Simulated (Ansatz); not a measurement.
# Ti: the cost of one run

Program: Ansatz 0.2.0. Level of theory: DFT PBEsol, scalar-relativistic, plane waves, PAW. These are calculated values, not measurements.

### Step 1. The system as given

The structure is hexagonal, space group P6_3/mmc (No. 194). The conventional cell has a = 2.950 Å, b = 2.950 Å, c = 4.680 Å, α = 90.00°, β = 90.00°, γ = 120.00°. Ti (site symmetry -6m2) is surrounded by 12 Ti at 2.89 to 2.95 Å.

Coordinates:

```
CELL_PARAMETERS angstrom
2.95000 0.00000 0.00000
-1.47500 2.55477 0.00000
0.00000 0.00000 4.68000
ATOMIC_POSITIONS crystal
Ti 0.33333 0.66667 0.25000
Ti 0.66667 0.33333 0.75000
```

### Step 2. Relaxing cell and atoms: Ti, no spin

input.yaml reads:

```yaml
crystal:
  lattice:
    - [2.95, 0.0, 0.0]
    - [-1.475, 2.5547749412, 0.0]
    - [0.0, 0.0, 4.68]
  atoms:
    - { symbol: Ti, position: [0.3333333333, 0.6666666667, 0.25] }
    - { symbol: Ti, position: [0.6666666667, 0.3333333333, 0.75] }
scf:
  occupations: { method: gaussian, width: 0.1 }
output:
  forces: true
  stress: true
  eigenvalues: true
hamiltonian:
  xc: pbesol
kpoints:
  mp_grid: { grid: [16, 16, 10] }
relax:
  f_tol: 0.005
  max_steps: 60
  cell: { stress_tol: 0.02 }
```

On the command line:

```console
$ ansatz run input.yaml --threads 4 --pin off --max-ram 8192MiB --backend cpu --events-out ev --progress --plain --runs-dir out
```

Q: Estimate wall time and peak memory on 4 threads of Arm Neoverse N1, shared host.

About 19 s, with a peak of 0.41 GiB.
